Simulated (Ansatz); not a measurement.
# BN, space group F-43m: cell relaxations under several functionals

Computed with the Python package of Ansatz (0.2.0).

The script reads `bn.xyz`:
```text
2
Lattice="0.0 1.8075 1.8075 1.8075 0.0 1.8075 1.8075 1.8075 0.0" Properties=species:S:1:pos:R:3 pbc="T T T"
B     0.00000000    0.00000000    0.00000000
N     0.90375000    0.90375000    0.90375000
```

Notebook, run cell by cell (the value of a cell's last expression is shown):

```python
import ansatz as az
import numpy as np

def edges_and_angles(cell):
    cell = np.asarray(cell)
    a, b, c = np.linalg.norm(cell, axis=1)
    cosines = cell[1] @ cell[2] / (b * c), cell[0] @ cell[2] / (a * c), cell[0] @ cell[1] / (a * b)
    return (a, b, c, *np.degrees(np.arccos(cosines)))
```

```python
xtal = az.Crystal.from_extxyz('bn.xyz')
```

```python
xtal.resolved().sites[-1]
```

    Site(symbol='N', position=(0.25, 0.25, 0.25), moment=None, axis=None, held=None, saved=None)

```python
job = (
    xtal.calculation()
    .occupations(az.OccupationsMethod.FIXED)
    .scf(tolerance=1e-09)
    .basis(450)
    .kpoints(8, 8, 8)
    .relax(cell=True, force_tolerance=0.05)
)
```

```python
levels = [('rpbe', 'none'), ('r2scan', 'none'), ('pbe', 'none'), ('lda', 'none')]
print('level            a       b       c    alpha   beta  gamma  V/atom  steps')
for name, dispersion in levels:
    seen = []
    run = job.functional(name, dispersion=dispersion).session().plan()
    out = run.execute(on_event=lambda e: seen.append(e) if e['event'] == 'relax_step' else None)
    cell = out.lattice.cell_ang
    label = name if dispersion == 'none' else f'{name}+{dispersion}'
    print('{:13s} {:7.4f} {:7.4f} {:7.4f} {:6.2f} {:6.2f} {:6.2f}'.format(label, *edges_and_angles(cell)), f'{abs(np.linalg.det(cell)) / len(out.lattice.sites):7.3f} {len(seen):5d}')
```

    level            a       b       c    alpha   beta  gamma  V/atom  steps
    DeckWarning: relax.cell: scf.convergence.dr2_threshold = 1e-9 eV is looser than the 2e-10 eV advised for a relaxation that steers and ends on the stress (1e-10 eV for each atom of the cell: 2). What an SCF threshold leaves in a stress goes as its square root, and in the free energy as the threshold itself, and one [...]
    rpbe           2.5766  2.5766  2.5766  60.00  60.00  60.00   6.048     7
    DeckWarning: basis.ecutwfc = 450 eV is below the records' recommended 500 eV, and the density's cutoff is lower with it unless basis.ecutrho_ratio is high enough to keep the records' density cutoff: compare with a run at a higher cutoff
    r2scan         2.5525  2.5525  2.5525  60.00  60.00  60.00   5.880     4
    pbe            2.5631  2.5631  2.5631  60.00  60.00  60.00   5.953     6
    lda            2.5319  2.5319  2.5319  60.00  60.00  60.00   5.739     7

From smallest to largest: LDA (5.74 Å³ an atom, -2.8 % against the start), r2SCAN (5.88 Å³ an atom, -0.4 % against the start), PBE (5.95 Å³ an atom, +0.8 % against the start) and RPBE (6.05 Å³ an atom, +2.4 % against the start). The spread is 5.4 % in volume.

Reading the output:
- The cutoff lies under the one recommended for these potentials in some of the runs.
- Forces vanish by symmetry, so the ions can't move, and the end may be a saddle.
- Edges and angles are those of the cell as typed, here a primitive one, not of the conventional cell.
- The structure is a deposited one; some such entries were measured under pressure or heat, so a shift against it needn't be the functional's error alone.
- Warnings are shown shortened and without file and line.
- It ran for 9.8 s on 1 thread of Arm Neoverse V2, with other jobs on the host, peak memory 0.36 GiB.
